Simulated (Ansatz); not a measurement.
# SbN₂H₅: basis-set convergence

The task here is to estimate one member of a computed series from the others.

The runs use Ansatz 0.2.0, Gaussian basis; one geometry, several basis sets.

Levels to be run: PBE0-D4/def2-SVP; ωB97M-V/def2-SVP; PBE0-D4/def2-QZVPP; ωB97M-V/def2-QZVPP; the functionals' def2-TZVPP values are taken from earlier runs.

### The geometry

An earlier PBE0-D4 in a triple-zeta def2 set relaxation fixed the geometry. Sb takes the def2 core potential; no spin-orbit term is included.

8 atoms, charge 0, spin multiplicity 1.

Atoms are counted from 1 here; the program's logs count them from 0.

Bond lengths: N1–Sb2 2.033 Å, N1–H4 1.011 Å, N1–H5 1.011 Å, Sb2–N3 2.021 Å, Sb2–H6 1.729 Å, N3–H7 1.011 Å, N3–H8 1.011 Å. Angles: Sb2–N1–H4 113.0°, Sb2–N1–H5 112.9°, H4–N1–H5 108.3°, N1–Sb2–N3 93.7°, N1–Sb2–H6 90.0°, N3–Sb2–H6 99.7°, Sb2–N3–H7 114.2°, Sb2–N3–H8 115.1°, H7–N3–H8 109.6°.

Set-up of the first run:

The input, in.yaml:

```yaml
crystal:
  periodic: [false, false, false]
  atoms:
    - {symbol: N, position_ang: [-1.039600, 0.487249, -0.947175]}
    - {symbol: Sb, position_ang: [-0.244935, 0.458155, 0.923932]}
    - {symbol: N, position_ang: [0.723628, -1.290616, 0.625258]}
    - {symbol: H, position_ang: [-2.040021, 0.339142, -0.954598]}
    - {symbol: H, position_ang: [-0.840961, 1.344319, -1.446043]}
    - {symbol: H, position_ang: [0.985518, 1.562866, 0.418947]}
    - {symbol: H, position_ang: [1.154993, -1.673066, 1.456222]}
    - {symbol: H, position_ang: [1.393578, -1.285250, -0.132344]}
basis:
  gaussian: {orbitals: def2-SVP}
hamiltonian: {xc: pbe0, dispersion: d4}
output: {orbitals: {seedname: orbitals}}
```

Started as:

```
$ ansatz run in.yaml --threads 2 --pin off --events-out ev --progress --plain --max-ram 4352MiB
```

Steps of the session up to this table: PBE0-D4 in def2-SVP; ωB97M-V in def2-SVP; PBE0-D4 in def2-QZVPP; ωB97M-V in def2-QZVPP.

One table of the session follows, with a row left open; its other results are not shown here.

It belongs to the step «Density functionals: the series». 

| functional | basis | HOMO (eV) | LUMO (eV) |
| --- | --- | --- | --- |
| PBE0-D4 | def2-SVP | -6.42 | 0.00 |
| PBE0-D4 | def2-TZVPP | -6.68 | -0.41 |
| PBE0-D4 | def2-QZVPP | -6.74 | -0.51 |
| ωB97M-V | def2-SVP | ? | ? |
| ωB97M-V | def2-TZVPP | -8.86 | 1.18 |
| ωB97M-V | def2-QZVPP | -8.91 | 0.99 |

Estimate the missing values for ωB97M-V, def2-SVP.

As computed: HOMO (eV): -8.58; LUMO (eV): 1.83. In the column «HOMO (eV)» it lies between ωB97M-V, def2-TZVPP (-8.86) and PBE0-D4, def2-QZVPP (-6.74).
